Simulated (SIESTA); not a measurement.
In3Pt5:

```
Pt In
1.0
     4.11627    0.00000    0.00000
    -2.05813    3.56479    0.00000
     0.00000    0.00000   11.09572
Pt In
5 3
Direct
  0.00000 0.00000 0.00000
  0.33333 0.66667 0.87916
  0.33333 0.66667 0.37322
  0.33333 0.66667 0.62678
  0.33333 0.66667 0.12084
  0.66667 0.33333 0.76521
  0.66667 0.33333 0.23479
  0.00000 0.00000 0.50000
```

The cell comes from a database or a generator and needn't be the stable form of this composition.

* Program: SIESTA 5.4.2
* Task: single point
* Functional: PBEsol
* Potentials or basis: PseudoDojo 0.4 standard (PBEsol files)
* Basis: DZP (energy shift 0.003 Ry; two zetas on semicore shells)
* Grid cutoff: 800 Ry
* Energy shift: 0.003 Ry
* k mesh: 8 × 8 × 3
* Occupations: fermi-dirac, width 0.05 eV
* Spin: no spin polarisation

On this cell: pressure -4.3 GPa; largest force 0.062 eV/Å; band gap on the k mesh none (metal or under the smearing width).

The same run follows on a disturbed copy (atoms moved at random, drawn with an rms of 0.05 Å):

```xyz
8
Lattice="4.1163 0.0000 0.0000 -2.0581 3.5648 0.0000 0.0000 0.0000 11.0957" Properties=species:S:1:pos:R:3 pbc="T T T"
Pt   -0.0239   -0.0325   -0.0201
Pt    0.0149    2.3564    9.7339
Pt    0.0043    2.3644    4.1711
Pt   -0.0101    2.3777    6.9774
Pt    0.0287    2.3746    1.2905
In    2.0447    1.2103    8.5079
In    2.0917    1.1877    2.5879
In   -0.0213    0.0177    5.4817
```

Problem. What does the disturbed cell give?

Solution. The energy (extrapolated to zero smearing) moves by +8.6 meV/atom; pressure -3.8 GPa; largest force 0.643 eV/Å; band gap on the k mesh none (metal or under the smearing width).

Forces in eV/Å, atoms in the order of the input:
```
Pt   0.519  0.272  0.001
Pt  -0.386  0.146  0.109
Pt  -0.053  0.152 -0.623
Pt  -0.039  0.080 -0.285
Pt  -0.264 -0.149  0.531
In   0.187 -0.293 -0.120
In  -0.110 -0.033 -0.081
In   0.146 -0.176  0.468
```

Stress tensor (GPa, compression positive):
```
-3.01  0.66 -0.16
 0.66 -4.01  0.04
-0.16  0.04 -4.50
```

Caveats: short orbitals over semicore shells can move pressures by several GPa; the basis of atomic orbitals isn't converged, which shifts pressures, moduli and gaps.
